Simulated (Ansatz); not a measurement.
Predict the output of the script below (the Ansatz DFT code, driven from Python).

`run_methods.py`
```python
'''CH5BClOSb at several levels of theory.'''

from pathlib import Path
import warnings

import ansatz as az
from ase import Atoms
import numpy as np


def main() -> None:
    warnings.simplefilter('ignore', az.DeckWarning)

    atoms = Atoms(['O', 'C', 'B', 'Sb', 'Cl', 'H', 'H', 'H', 'H', 'H'], positions=[
        (-1.6182, -0.9883, 0.5878),
        (-0.3282, -0.9887, 0.1761),
        (0.4631, 0.1754, 0.8802),
        (1.6215, 1.7468, -0.3165),
        (-0.4699, 2.2826, -1.5121),
        (-2.1068, -0.2247, 0.0277),
        (-0.2106, -0.8885, -0.9245),
        (0.1484, -1.9447, 0.4698),
        (0.5596, 0.2274, 2.1154),
        (2.0242, 0.5516, -1.501),
    ])
    geometry = az.Crystal.molecule_from_ase(atoms)

    model = geometry.calculation().basis(gaussian='def2-SVP')

    print('functional    E (Ha)        dipole (D)   HOMO (eV)  LUMO (eV)')
    for name in ['blyp', 'r2scan', 'hf', 'revpbe', 'b3lyp']:
        r = model.functional(name).forces().orbitals().run(threads=1, runs_dir='runs').report
        lines = Path(r['orbitals_path']).read_text().splitlines()
        field_of = lambda key: [line.split('=')[1].strip() for line in lines if line.startswith(key)]
        orbitals = [(27.211386 * float(e), s, float(n)) for e, s, n in zip(field_of('Ene='), field_of('Spin='), field_of('Occup='))]
        homo = max(e for e, _, n in orbitals if n > 0.5)
        lumo = min(e for e, _, n in orbitals if n < 0.5)
        dipole = 4.803205 * np.linalg.norm(r['charge_distribution']['dipole_moment_e_ang'])
        print(f'{name:10s} {r["free_energy_ev"] / 27.211386246:14.6f} {dipole:9.3f} {homo:11.3f} {lumo:10.3f}')


if __name__ == '__main__':
    main()
```

```console
$ python run_methods.py
functional    E (Ha)        dipole (D)   HOMO (eV)  LUMO (eV)
blyp          -841.238915     1.739      -5.395     -3.438
r2scan        -841.334900     2.036      -5.895     -3.534
hf            -838.795187     2.840      -9.495      0.435
revpbe        -841.271914     1.816      -5.522     -3.561
b3lyp         -841.452220     2.074      -6.613     -2.989
```

Total energies depend on the basis set; only differences at equal settings carry meaning. The geometry is a force-field or estimated start, not a minimum of this method, and the basis set is short of its limit. A lower total doesn't mark the better method: functionals have no common bound, and MP2 and coupled cluster aren't variational. def2 sets replace the cores of elements past krypton by effective core potentials. b3lyp holds the VWN-RPA fit, as in Gaussian; the form of ORCA and Turbomole is b3lyp5. Levels such as HOMO and LUMO are orbital energies: with these approximate functionals they aren't the ionisation energy and electron affinity, and their gap isn't the fundamental gap. The whole script took 23 s on 1 thread of Arm Neoverse V2, on a shared host, peak memory 0.34 GiB.
